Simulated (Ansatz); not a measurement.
# Cl3FH2Si (built from SMILES Cl[SiH](Cl)Cl.F): search for a transition state

Is there a first-order saddle for this four-centre ligand exchange, which should form Si1–F7, Cl2–H6 and break Si1–Cl2, H6–F7, and which two structures does it connect?

Computed with Ansatz 0.2.0, Gaussian basis. Level: PBE0-D4, def2-SVP first, then def2-TZVP.

153 further runs of the same task are left out: 1 that didn't finish, 152 set aside as unsound or not needed.

**1. The system as given**

The guess: 7 atoms, charge 0, spin multiplicity 1.

Atoms are counted from 1 here; the program's logs count them from 0.

Bond lengths: Si1–Cl2 2.313 Å, Si1–Cl3 2.043 Å, Si1–Cl4 1.989 Å, Si1–H5 1.438 Å, Cl2–H6 1.436 Å. Angles: Cl2–Si1–Cl3 94.1°, Cl2–Si1–Cl4 110.5°, Cl2–Si1–H5 110.7°, Cl3–Si1–Cl4 105.6°, Cl3–Si1–H5 104.2°, Cl4–Si1–H5 126.3°, Si1–Cl2–H6 73.4°.

As a file:

```xyz
7

Si   -0.32740    0.20050   -0.48430
Cl    1.40540   -1.12560    0.28260
Cl    0.01610   -0.23180   -2.45080
Cl    0.12380    2.12570   -0.27380
H    -1.59910   -0.41090   -0.20470
H     0.70580   -0.65190    1.44420
F    -0.32460    0.09400    1.68670
```

Distances that are to change: Si1–F7 2.17 Å, Cl2–H6 1.44 Å, Si1–Cl2 2.31 Å, H6–F7 1.29 Å.

**2. Constrained relaxation of the guess**

hold/in.yaml reads:

```yaml
crystal:
  periodic: [false, false, false]
  atoms:
    - {symbol: Si, position_ang: [-0.327400, 0.200500, -0.484300]}
    - {symbol: Cl, position_ang: [1.405400, -1.125600, 0.282600]}
    - {symbol: Cl, position_ang: [0.016100, -0.231800, -2.450800]}
    - {symbol: Cl, position_ang: [0.123800, 2.125700, -0.273800]}
    - {symbol: H, position_ang: [-1.599100, -0.410900, -0.204700]}
    - {symbol: H, position_ang: [0.705800, -0.651900, 1.444200]}
    - {symbol: F, position_ang: [-0.324600, 0.094000, 1.686700]}
basis:
  gaussian: {orbitals: def2-SVP}
hamiltonian: {xc: pbe0, dispersion: d4}
relax: {f_tol: 0.04, max_steps: 150, escape_saddle: false, constraints: [{distance: [0, 6]}, {distance: [1, 5]}, {distance: [0, 1]}, {distance: [5, 6]}]}
```

Launch:

```bash
$ ansatz run in.yaml --threads 4 --pin off --events-out ev --progress --plain --max-ram 9574MiB
```

The runs that follow: Force constants to start from; Saddle search in the small basis; Saddle search in triple zeta; Vibrations at the point found; Relaxing after a step of 0.30 Å one way along the mode; Relaxing after a step of 0.30 Å the other way along the mode.

What does the calculation give? Wanted: imaginary mode; barrier from the start side; barrier from the end side; energy of the step; pairs that change; zero-point energy at the saddle.

As calculated:

| quantity | value |
| --- | --- |
| imaginary mode | 573i cm⁻¹ |
| barrier from the start side | 122.8 kJ/mol |
| barrier from the end side | 163.6 kJ/mol |
| energy of the step | -40.8 kJ/mol |
| pairs that change | Si1–F7 formed, Cl2–H6 formed, Si1–Cl2 broken, H6–F7 broken |
| zero-point energy at the saddle | 0.615 eV |

What this shows: One imaginary mode, 573i cm⁻¹, makes this a first-order saddle. The two relaxations end on the structures that were planned. At PBE0-D4/def2-TZVP the electronic barrier is 122.8 kJ/mol, about 50 kT at 298 K, and the step runs 40.8 kJ/mol downhill. A step off the saddle overshot and began above it in energy, so the link to its end is likely but not proven.
